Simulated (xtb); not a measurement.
# CH6NSbSi (SMILES C1[NH][SbH][SiH2]1): GFN1-xTB

Aim: an optimisation with harmonic vibrations of CH6NSbSi. 

The results are computed with xtb 6.7.1.

3 further runs of the same task are left out: 3 set aside as unsound or not needed.

### 1 Starting point

The species is CH6NSbSi (10 atoms), meant as a singlet with charge 0. As SMILES, `C1[NH][SbH][SiH2]1`. All atoms were displaced at random from a relaxed shape. The run starts from this shape.

Bond lengths: C1–N2 1.497 Å, N2–Sb3 2.084 Å, C1–Si4 1.905 Å, Sb3–Si4 2.568 Å, C1–H5 1.066 Å, C1–H6 1.051 Å, N2–H7 0.859 Å, Sb3–H8 1.783 Å, Si4–H9 1.551 Å, Si4–H10 1.323 Å. Some angles: C1–N2–Sb3 101.8°, N2–C1–Si4 107.2°, N2–Sb3–Si4 71.6°, C1–Si4–Sb3 76.0°, C1–N2–H7 114.9°, Sb3–N2–H7 117.5°, N2–C1–H5 106.8°, N2–C1–H6 103.6°, Si4–C1–H5 108.4°, Si4–C1–H6 123.7°.

### 2 An optimisation with harmonic vibrations at GFN1-xTB

Contents of xtb.inp:

```
$chrg 0
$spin 0
$end
```

Contents of start.xyz:

```xyz
10

C     -0.48600000     0.60734000    -0.59482000
N     -0.49168000    -0.82612000    -1.02645000
Sb     1.14087000    -1.59169000     0.01869000
Si     0.56750000     0.71574000     0.98877000
H      0.00428000     1.15939000    -1.36332000
H     -1.49909000     0.88370000    -0.64097000
H     -0.51054000    -0.94744000    -1.87647000
H      0.07572000    -2.40482000     1.19546000
H     -0.36449000     0.83680000     2.22215000
H      1.45299000     1.69772000     1.03709000
```

Command:

```sh
$ xtb start.xyz --ohess normal --gfn 1 --input xtb.inp --parallel 1 > start.out 2> xtb.err
```

**Question.** What will come out? Wanted: total energy at the end; dipole moment; HOMO energy; LUMO energy; HOMO–LUMO gap; dispersion energy; lowest harmonic wavenumber; highest harmonic wavenumber; zero-point energy.

Computed results:

Level: GFN1-xTB.

| quantity | value |
| --- | --- |
| total energy at the end | -12.88606 Eh |
| dipole moment | 2.69 D |
| HOMO energy | -10.16 eV |
| LUMO energy | -6.46 eV |
| HOMO–LUMO gap | 3.70 eV |
| dispersion energy | -10.52 kJ/mol |
| lowest harmonic wavenumber | 104 cm⁻¹ |
| highest harmonic wavenumber | 3410 cm⁻¹ |
| zero-point energy | 168.6 kJ/mol |

In words: At the final geometry: Bond lengths: C1–N2 1.508 Å, N2–Sb3 2.136 Å, C1–Si4 1.906 Å, Sb3–Si4 2.531 Å, C1–H5 1.096 Å, C1–H6 1.097 Å, N2–H7 1.014 Å, Sb3–H8 1.704 Å, Si4–H9 1.463 Å, Si4–H10 1.463 Å. Some angles: C1–N2–Sb3 108.9°, N2–C1–Si4 95.8°, N2–Sb3–Si4 65.5°, C1–Si4–Sb3 83.4°, C1–N2–H7 107.6°, Sb3–N2–H7 107.3°, N2–C1–H5 108.2°, N2–C1–H6 106.8°, Si4–C1–H5 122.6°, Si4–C1–H6 116.3°. All 24 modes are real, so the shape is a minimum at this level.
